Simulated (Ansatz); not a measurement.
# WClOF3 (SMILES [O]=[W]([F])([F])([F])[Cl]): B97-D3(BJ)/LANL2DZ (core potential, accuracy low, damping of r2scan, 1 point charge)

Aim: the energy difference between two shapes of WClOF3 at B97-D3(BJ)/LANL2DZ (core potential, accuracy low, damping of r2scan, 1 point charge), from 2 runs. 

Program for the calculation: Ansatz 0.2.0.

8 further runs of the same task are left out: 1 for a known fault of the program, 4 that didn't finish, 3 set aside as unsound or not needed.

## 1. The molecule

WClOF3 has 6 atoms, charge 0, and is taken as a singlet. As SMILES, `[O]=[W]([F])([F])([F])[Cl]`. Geometry: relaxed at PBE0-D4/def2-TZVP.

Bond lengths: O1–W2 1.670 Å, W2–F3 1.851 Å, W2–F4 1.851 Å, W2–F5 1.852 Å, W2–Cl6 2.271 Å. Angles: O1–W2–F3 103.0°, O1–W2–F4 103.0°, O1–W2–F5 107.8°, O1–W2–Cl6 106.1°, F3–W2–F4 153.9°, F3–W2–F5 84.8°, F3–W2–Cl6 87.7°, F4–W2–F5 84.8°, F4–W2–Cl6 87.7°, F5–W2–Cl6 146.1°.

## 2. Energy and gradient at B97-D3(BJ)/LANL2DZ (core potential, accuracy low, damping of r2scan, 1 point charge)

run.yaml reads:

```yaml
crystal:
  periodic: [false, false, false]
  atoms:
    - symbol: O
      position_ang: [-0.310300, -1.609200, 0.574400]
    - symbol: W
      position_ang: [0.026800, -0.087600, -0.025500]
    - symbol: F
      position_ang: [1.563800, 0.388200, 0.888900]
    - symbol: F
      position_ang: [-1.292900, 0.158600, -1.299200]
    - symbol: F
      position_ang: [1.156400, -0.289700, -1.479000]
    - symbol: Cl
      position_ang: [-1.101600, 1.375800, 1.294100]
basis:
  gaussian:
    orbitals: LANL2DZ.json
    final_grid: {core_spheres: 12, valence_spheres: 10, degree: 35}
    point_charges: [{charge: 1, position_ang: [1.3634, -3.4292, 2.9677]}]
magnetization: {spin_polarized: false}
hamiltonian: {xc: {name: B97}, dispersion: {method: d3bj, functional: r2scan}, pseudopotentials: {relativity: none}}
accuracy: low
scf: {lower_state_search: light}
output: {forces: true}
```

The basis set LANL2DZ is read from a file made from the Basis Set Exchange's data (not shown).

Command:

```
$ ansatz run run.yaml --threads 1 --pin off --max-ram 2610MiB --events-out events.jsonl --progress --plain --runs-dir runs
```

Standard output, cut to the lines that bear on the results:

```text
Warning: the engine holds no damping parameters fitted to this dispersion correction and functional, so the run takes those fitted to r2scan beside the three-body term, which d3bj leaves out (hamiltonian.dispersion, under Limitations)
Warning: RAYON_NUM_THREADS=1 ignored (pool sized by the plan → 1); use --threads N
Functional definition: B97
  name "B97"
[...]
      + integral(e_c_pw_opposite_spin*poly(b97_u_opposite, cos0, cos1, cos2))
802 factors; integrals over basis functions are off by at most 8.4e-5 eV
[...]
mean field -12452.05214742 eV, -457.6044761136 hartree, gradient 5.3e-5 eV, S^2 0.000000; 0 other end points of the search recorded, 0 dependent functions left out
[...]
reference -12452.05220202 eV, -457.6044781202 hartree; 28, 28 occupied and 38, 38 virtual orbitals, 802 factors
Total energy: -12452.09070680 eV, -457.6058931447 hartree
Atom 0 at    -0.310300    -1.609200     0.574400 Å, force    -0.248171    -2.533958     1.266098 eV/Å
Atom 1 at     0.026800    -0.087600    -0.025500 Å, force    -0.361059     1.887097    -1.426597 eV/Å
Atom 2 at     1.563800     0.388200     0.888900 Å, force     1.173239     0.123475     0.794507 eV/Å
Atom 3 at    -1.292900     0.158600    -1.299200 Å, force    -0.627357     0.017750    -0.564307 eV/Å
Atom 4 at     1.156400    -0.289700    -1.479000 Å, force     0.666199    -0.179004    -0.694732 eV/Å
Atom 5 at    -1.101600     1.375800     1.294100 Å, force    -0.528309     0.653438     0.712097 eV/Å
Dipole moment:    -0.135814     0.320924    -0.076543 e Å
```

Wall time 12 s (1 thread of Intel Xeon at 2.50GHz (Skylake/Cascade Lake), shared host).

## 3. The distorted shape, same level

run.yaml reads:

```yaml
crystal:
  periodic: [false, false, false]
  atoms:
    - symbol: O
      position_ang: [-0.334535, -1.601651, 0.561552]
    - symbol: W
      position_ang: [0.082559, -0.107695, -0.008917]
    - symbol: F
      position_ang: [1.564169, 0.371289, 0.902316]
    - symbol: F
      position_ang: [-1.283564, 0.133073, -1.281936]
    - symbol: F
      position_ang: [1.175800, -0.303664, -1.470724]
    - symbol: Cl
      position_ang: [-1.110355, 1.410894, 1.295035]
basis:
  gaussian:
    orbitals: LANL2DZ.json
    final_grid: {core_spheres: 12, valence_spheres: 10, degree: 35}
    point_charges: [{charge: 1, position_ang: [1.3634, -3.4292, 2.9677]}]
magnetization: {spin_polarized: false}
hamiltonian: {xc: {name: B97}, dispersion: {method: d3bj, functional: r2scan}, pseudopotentials: {relativity: none}}
accuracy: low
scf: {lower_state_search: light}
output: {forces: true}
```

The basis set LANL2DZ is read from a file made from the Basis Set Exchange's data (not shown).

Command:

```
$ ansatz run run.yaml --threads 1 --pin off --max-ram 2610MiB --events-out events.jsonl --progress --plain --runs-dir runs
```

Standard output, cut to the lines that bear on the results:

```text
Warning: the engine holds no damping parameters fitted to this dispersion correction and functional, so the run takes those fitted to r2scan beside the three-body term, which d3bj leaves out (hamiltonian.dispersion, under Limitations)
Warning: RAYON_NUM_THREADS=1 ignored (pool sized by the plan → 1); use --threads N
[... 2 set-up lines as earlier in the session ...]
[...]
      + integral(e_c_pw_opposite_spin*poly(b97_u_opposite, cos0, cos1, cos2))
803 factors; integrals over basis functions are off by at most 8.4e-5 eV
[...]
mean field -12451.86307244 eV, -457.5975277363 hartree, gradient 6.2e-5 eV, S^2 0.000000; 0 other end points of the search recorded, 0 dependent functions left out
[...]
reference -12451.86312766 eV, -457.5975297656 hartree; 28, 28 occupied and 38, 38 virtual orbitals, 803 factors
Total energy: -12451.90158231 eV, -457.5989429478 hartree
Atom 0 at    -0.334535    -1.601651     0.561552 Å, force    -0.363171    -3.702598     1.809983 eV/Å
Atom 1 at     0.082559    -0.107695    -0.008917 Å, force    -3.158546     3.426060    -2.589770 eV/Å
Atom 2 at     1.564169     0.371289     0.902316 Å, force     2.537162     0.471244     1.704676 eV/Å
Atom 3 at    -1.283564     0.133073    -1.281936 Å, force     0.093812     0.008453    -0.006257 eV/Å
Atom 4 at     1.175800    -0.303664    -1.470724 Å, force     0.996543    -0.291288    -1.083511 eV/Å
Atom 5 at    -1.110355     1.410894     1.295035 Å, force    -0.025137     0.085112     0.222421 eV/Å
Dipole moment:     0.035917     0.255589    -0.051832 e Å
```

Run time: 9.6 s. Hardware: 1 thread of Intel Xeon at 2.50GHz (Skylake/Cascade Lake), shared host.

## 4. Outcome

At B97-D3(BJ)/LANL2DZ (core potential, accuracy low, damping of r2scan, 1 point charge):

| quantity | value |
| --- | --- |
| first shape: total energy | -457.60589 Eh |
| first shape: dipole moment | 1.71 D |
| first shape: dispersion energy | -3.72 kJ/mol |
| first shape: largest force on an atom | 2.844 eV/Å |
| distorted shape: total energy | -457.59894 Eh |
| distorted shape: dipole moment | 1.26 D |
| distorted shape: dispersion energy | -3.71 kJ/mol |
| distorted shape: largest force on an atom | 5.331 eV/Å |
| energy change with the atoms displaced | 0.189 eV |

With the atoms displaced the energy rises by 0.19 eV (4.4 kcal/mol). The first shape isn't relaxed at this level, so the change isn't measured from a minimum. The largest force (first shape) is 2.84 eV/Å: the shape isn't a stationary point for this species at this level. Mulliken charges (first shape) run from -0.39 on O1 to +1.42 on W2; they depend strongly on the basis. The accuracy setting (first shape) is loose, so the last digits carry no meaning. Mulliken charges (distorted shape) run from -0.38 on O1 to +1.40 on W2; they depend strongly on the basis. The accuracy setting (distorted shape) is loose, so the last digits carry no meaning.
